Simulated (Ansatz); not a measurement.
# Si: the cost of one run

Program: Ansatz 0.2.0. Level of theory: DFT LDA, plane waves, PAW, scalar-relativistic, no spin polarisation. These are calculated values, not measurements.

**1. The starting structure**

The cell holds 17 atoms (Si17): a = 7.679 Å, b = 7.679 Å, c = 7.679 Å, α = 60.00°, β = 60.00°, γ = 60.00°.

The coordinates stand in the first input below.

**2. Relaxing the start**

Input file input.yaml:

```yaml
crystal:
  lattice:
    - [0.0, 5.43, 5.43]
    - [5.43, 0.0, 5.43]
    - [5.43, 5.43, 0.0]
  atoms:
    - { symbol: Si, position: [0.0, 0.0, 0.0] }
    - { symbol: Si, position: [0.125, 0.125, 0.125] }
    - { symbol: Si, position: [0.0, 0.0, 0.5] }
    - { symbol: Si, position: [0.125, 0.125, 0.625] }
    - { symbol: Si, position: [0.0, 0.5, 0.0] }
    - { symbol: Si, position: [0.125, 0.625, 0.125] }
    - { symbol: Si, position: [0.0, 0.5, 0.5] }
    - { symbol: Si, position: [0.125, 0.625, 0.625] }
    - { symbol: Si, position: [0.5, 0.0, 0.0] }
    - { symbol: Si, position: [0.625, 0.125, 0.125] }
    - { symbol: Si, position: [0.5, 0.0, 0.5] }
    - { symbol: Si, position: [0.625, 0.125, 0.625] }
    - { symbol: Si, position: [0.5, 0.5, 0.0] }
    - { symbol: Si, position: [0.625, 0.625, 0.125] }
    - { symbol: Si, position: [0.5, 0.5, 0.5] }
    - { symbol: Si, position: [0.625, 0.625, 0.625] }
    - { symbol: Si, position: [0.5682865, 0.8184074, 0.8125843] }
basis:
  ecutwfc: 420.0
kpoints:
  mp_grid: { grid: [2, 2, 2] }
hamiltonian:
  xc: lda
  pseudopotentials: { kind: paw, azcp: { folder: soft_1 } }
scf:
  occupations: { method: fermi_dirac, width: 0.02 }
  lower_state_search: "off"
relax:
  f_tol: 0.08
  max_steps: 25
  adjacent_minimum: "off"
```

Run with:

```bash
$ ansatz run input.yaml --threads 1 --pin off --max-ram 3072MiB --backend cpu --events-out ev --progress --plain --runs-dir out
```

**Question.** How long does this run take on 1 thread of Intel Xeon Platinum 8559C (Emerald Rapids), shared host, and how much memory does it need?

About 21 s, with a peak of 0.53 GiB.
